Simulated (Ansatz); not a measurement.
# ClSn (charge +1): a single point in a Gaussian basis

Computed with Ansatz 0.2.0, Python API.

Interactive session:
```pycon
>>> from pathlib import Path
>>> import warnings
>>> import ansatz as az
>>> BASIS = 'def2-SVPD'
>>> LEVEL = 'rpa'
>>> CHARGE = 1
>>> warnings.simplefilter('ignore', az.DeckWarning)
>>> geometry_ang = [
...     ('Sn', [0.0, 0.0, 0.0]),
...     ('Cl', [0.0, 0.0, 2.42]),
... ]
>>> molecule = az.Crystal.molecule()
>>> for symbol, xyz in geometry_ang:
...     molecule = molecule.atom(symbol, xyz)
...
>>> calculation = (
...     molecule.calculation()
...     .basis(gaussian=BASIS)
...     .correlation(LEVEL)
...     .charge(CHARGE)
...     .accuracy('medium')
...     .scf(lower_state_search='off')
...     .orbitals()
... )
>>> res = calculation.run(threads=1, pin='off', runs_dir='out')
>>> report = res.report
>>> report['published_state_doubts']
[]
>>> print('reference energy %16.6f eV' % report['reference_energy_ev'])
reference energy    -18299.779082 eV
>>> print('total energy     %16.6f eV' % report['free_energy_ev'])
total energy        -18306.394882 eV
>>> print('occupied orbitals outside the frozen core (up, down):', report['n_occupied'], ' frozen:', report['n_frozen'], ' virtual:', report['n_virtual'])
occupied orbitals outside the frozen core (up, down): [10, 10]  frozen: 9  virtual: [40, 40]
>>> parts = report['correlation']
>>> for name in ('random_phase', 'coupled_cluster', 'perturbative'):
...     if name in parts:
...         print(f'{name:16s} {parts[name]["energy"]["hartree"]:12.7f} Ha')
...
random_phase       -0.2431262 Ha
>>> if 'second_order' in parts:
...     pair = parts['second_order']
...     print(f'MP2 same spin {pair["same_spin"]["hartree"]:.7f} Ha, opposite spin {pair["opposite_spin"]["hartree"]:.7f} Ha')
...
>>> field = report['mean_field']
>>> print('<S^2> =', round(abs(field['state']['spin_squared']), 4), ' all-electron relativity setting:', field['relativity'])
<S^2> = 0.0  all-electron relativity setting: none
>>> print('passes:', field['passes'])
passes: {'evaluations': 12, 'products': 11}
>>> if 'symmetry' in field:
...     print('occupied orbitals by irrep:', field['symmetry']['occupied'])
...
occupied orbitals by irrep: [{'A1': 10, 'A2': 1, 'B1': 4, 'B2': 4}, {'A1': 10, 'A2': 1, 'B1': 4, 'B2': 4}]
>>> lines = Path(report['orbitals_path']).read_text().splitlines()
>>> field_of = lambda key: [line.split('=')[1].strip() for line in lines if line.startswith(key)]
>>> orbitals = [(27.211386 * float(e), s, float(n)) for e, s, n in zip(field_of('Ene='), field_of('Spin='), field_of('Occup='))]
>>> homo = max(e for e, _, n in orbitals if n > 0.5)
>>> lumo = min(e for e, _, n in orbitals if n < 0.5)
>>> for e, spin, n in sorted(orbitals):
...     if homo - 15 < e < lumo + 5:
...         print(f'{spin:6s} {e:10.3f} eV  occupation {n:.0f}')
...
Alpha     -22.238 eV  occupation 2
Alpha     -17.612 eV  occupation 2
Alpha     -17.612 eV  occupation 2
Alpha     -17.319 eV  occupation 2
Alpha      -6.421 eV  occupation 0
Alpha      -6.421 eV  occupation 0
Alpha      -3.838 eV  occupation 0
Alpha      -2.451 eV  occupation 0
```

Notes:
- These settings explore the input space; basis and method may be short of convergence.
- The geometry is a force-field or estimated start, not a minimum of this method, and the basis set is short of its limit.
- def2 sets replace the cores of elements past krypton by effective core potentials.
- Alpha marks a spatial orbital of a restricted run, filled by both spins.
- Levels such as HOMO and LUMO are orbital energies: in Hartree-Fock the gap is too wide and the LUMO hangs on the basis.
- S² is that of the Hartree-Fock reference.
- The spin state was assumed, and another may lie lower.
- The whole script took 1.2 s on 1 thread of Arm Neoverse V1, on a shared host, peak memory 0.17 GiB.
